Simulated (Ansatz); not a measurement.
This was printed by a script on the Python package of Ansatz (0.2.0), for a calculation of the dielectric tensor and Born charges of SnClF, space group P4/nmm. What did the script look like? Settings: PBEsol, PAW, the default cutoff (420 eV here), 6×6×4 k-points, fixed occupations.

```xyz
6
Lattice="4.0550 0.0000 0.0000 0.0000 4.0550 0.0000 0.0000 0.0000 7.3639" Properties=species:S:1:pos:R:3 pbc="T T T"
Sn    0.0000    2.0275    5.8645
Sn    2.0275    0.0000    1.4994
Cl    2.0275    0.0000    4.7912
Cl    0.0000    2.0275    2.5727
F     2.0275    2.0275    0.0000
F     0.0000    0.0000    0.0000
```

```console
$ python snclf_eps.py
DeckWarning: basis.ecutwfc = 420 eV, auto-derived from the records' recommended cutoffs: set by Sn (normal level)
principal values of eps_inf: [4.655 5.701 5.701]
refractive indices: [2.158 2.388 2.388]
Sn Z* trace/3 = +3.906 e
Sn Z* trace/3 = +3.906 e
Cl Z* trace/3 = -1.946 e
Cl Z* trace/3 = -1.946 e
F  Z* trace/3 = -1.960 e
F  Z* trace/3 = -1.960 e
charge neutrality missed by 0.0081 e before the sum rule
```
(Warnings from the package without file and line.)

One script that gives this output:

Script `snclf_eps.py`:
```python
'''Response of SnClF to an electric field.'''

import ansatz as az
import numpy as np


def main() -> None:
    vectors = np.array([
        [4.054978, 0.0, 0.0],
        [0.0, 4.054978, 0.0],
        [0.0, 0.0, 7.36387],
    ])
    cell = (
        az.Lattice.of(vectors)
        .atom('Sn', [0.0, 0.5, 0.79639])
        .atom('Sn', [0.5, 0.0, 0.20361])
        .atom('Cl', [0.5, 0.0, 0.650633])
        .atom('Cl', [0.0, 0.5, 0.349367])
        .atom('F', [0.5, 0.5, 0.0])
        .atom('F', [0.0, 0.0, 0.0])
    )

    # an insulator: whole occupations
    calculation = (
        cell.calculation()
        .kpoints(6, 6, 4)
        .functional('pbesol')
        .occupations('fixed')  # whole-number filling, right only where there is a gap
        .dielectric()
    )
    res = calculation.run(threads=1, backend='cpu')
    response = res.dielectric
    eps = np.asarray(response.eps_inf)

    values = np.linalg.eigvalsh(eps)
    print('principal values of eps_inf:', np.round(values, 3))
    print('refractive indices:', np.round(np.sqrt(values), 3))
    for site, z in zip(res.lattice.sites, response.zstar_e):
        print(f'{site.symbol:2s} Z* trace/3 = {np.trace(z) / 3:+.3f} e')
    print(f'charge neutrality missed by {response.zstar_sum_residual_pre_e:.4f} e before the sum rule')


if __name__ == '__main__':
    main()
```

Reading the output:
- Under fixed occupations the level called the Fermi level is the highest filled one on the SCF mesh; off the mesh a filled band can lie a little above it.
- Averages over directions belong to no single polarisation, least of all in layered crystals.
- Pressure is positive in compression.
- The structure comes from a database of computed cells and needn't be a stable or known phase.
- This is the electronic (clamped-ion) response; a semilocal gap that is too small tends to raise it. The typed mesh is that of the SCF; the response is solved on denser meshes that the run picks.
- Timing: 2.5 min on 1 thread of Arm Neoverse V2, with other jobs on the host, peak memory 1.3 GiB.
